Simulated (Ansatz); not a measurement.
# InF3 (SMILES [F][In]([F])[F]): single points off equilibrium

The atoms stand at a structure displaced at random from a GFN2-xTB minimum. How far do the functionals agree with CCSD(T) there?

The runs use Ansatz 0.2.0, Gaussian basis; single points in def2-TZVPP.

Cores are frozen in the correlated methods. Filled d shells of the heavier atoms are correlated. Core potentials replace the inner electrons past krypton, and spin-orbit coupling is left out.

## 1. Starting geometry

SMILES `[F][In]([F])[F]`, 4 atoms, charge 0, spin multiplicity 1.

Atoms are counted from 1 here; the program's logs count them from 0.

Bond lengths: F1–In2 1.987 Å, In2–F3 1.967 Å, In2–F4 1.959 Å. Angles: F1–In2–F3 125.1°, F1–In2–F4 121.5°, F3–In2–F4 113.1°.

Geometry (Å):

```mol
F3In
  3D, bonds by distance, orders not assigned

  4  3  0  0  0  0  0  0  0  0999 V2000
   -1.4605   -0.3161    1.3707 F   0  0
   -0.0533    0.0292    0.0114 In  0  0
    1.7923   -0.6463    0.0963 F   0  0
   -0.3517    1.2603   -1.4828 F   0  0
  1  2  8  0
  2  3  8  0
  2  4  8  0
M  END
```

## 2. CCSD(T)/def2-TZVPP

File run/in.yaml:

```yaml
crystal:
  periodic: [false, false, false]
  atoms:
    - {symbol: F, position_ang: [-1.460500, -0.316100, 1.370700]}
    - {symbol: In, position_ang: [-0.053300, 0.029200, 0.011400]}
    - {symbol: F, position_ang: [1.792300, -0.646300, 0.096300]}
    - {symbol: F, position_ang: [-0.351700, 1.260300, -1.482800]}
basis:
  gaussian: {orbitals: def2-TZVPP}
correlation: {method: ccsd_t}
output: {forces: true}
```

On the command line:

```console
$ ansatz run in.yaml --threads 8 --pin off --events-out ev --progress --plain --max-ram 10444MiB
```

## 3. PBE0-D4/def2-TZVPP

Edit run/in.yaml of step 2 so:

```diff
@@ -9,3 +9,3 @@
   gaussian: {orbitals: def2-TZVPP}
-correlation: {method: ccsd_t}
-output: {forces: true}
+hamiltonian: {xc: pbe0, dispersion: d4}
+output: {forces: true, orbitals: {seedname: orbitals}}
```

## 4. wB97M-V/def2-TZVPP

Edit run/in.yaml of step 3 so:

```diff
@@ -9,3 +9,3 @@
   gaussian: {orbitals: def2-TZVPP}
-hamiltonian: {xc: pbe0, dispersion: d4}
-output: {forces: true, orbitals: {seedname: orbitals}}
+hamiltonian: {xc: {name: wB97M-V}}
+output: {forces: true}
```

## 5. r2SCAN-D4/def2-TZVPP

Edit run/in.yaml of step 4 so:

```diff
@@ -9,3 +9,3 @@
   gaussian: {orbitals: def2-TZVPP}
-hamiltonian: {xc: {name: wB97M-V}}
+hamiltonian: {xc: r2scan, dispersion: d4}
 output: {forces: true}
```

## 6. PBE-D4/def2-TZVPP

Edit run/in.yaml of step 5 so:

```diff
@@ -9,3 +9,3 @@
   gaussian: {orbitals: def2-TZVPP}
-hamiltonian: {xc: r2scan, dispersion: d4}
+hamiltonian: {xc: pbe, dispersion: d4}
 output: {forces: true}
```

## 7. r2SCANh-D4/def2-TZVPP

Edit run/in.yaml of step 6 so:

```diff
@@ -9,3 +9,3 @@
   gaussian: {orbitals: def2-TZVPP}
-hamiltonian: {xc: pbe, dispersion: d4}
+hamiltonian: {xc: {name: r2SCANh}, dispersion: d4}
 output: {forces: true}
```

## 8. wB97X-V/def2-TZVPP

Edit run/in.yaml of step 7 so:

```diff
@@ -9,3 +9,3 @@
   gaussian: {orbitals: def2-TZVPP}
-hamiltonian: {xc: {name: r2SCANh}, dispersion: d4}
+hamiltonian: {xc: {name: wB97X-V}}
 output: {forces: true}
```

(Steps that only read results are left out.)

**Question.** What will these runs give? Wanted: energy less free atoms, CCSD(T)/def2-TZVPP; RMS force component; RMS force error; HOMO and LUMO, PBE0-D4; T1 diagnostic.

**Answer**, as computed:

```
                                  quantity                                                                                              value
energy less free atoms, CCSD(T)/def2-TZVPP                                                                                     -1167.9 kJ/mol
                       RMS force component                                                               0.315 to 0.637 eV/Å over the methods
                           RMS force error  PBE0-D4 0.037, wB97M-V 0.038, r2SCAN-D4 0.103, PBE-D4 0.352, r2SCANh-D4 0.016, wB97X-V 0.018 eV/Å
                    HOMO and LUMO, PBE0-D4                                                                                -11.12 and -3.90 eV
                             T1 diagnostic                                                                                              0.019
```

**Reading.** Against CCSD(T) the functionals' energies less atoms differ by -91.0 to -1.9 kJ/mol, PBE-D4 by -91.0 kJ/mol. The reference is not at the basis limit: in triple zeta CCSD(T) underbinds, which counts against methods that bind more; the gaps are no ranking. For forces r2SCANh-D4 does best and PBE-D4 worst. Frozen-core CCSD(T) forces in triple zeta carry basis errors of their own, and this is one geometry, so small gaps rank nothing.
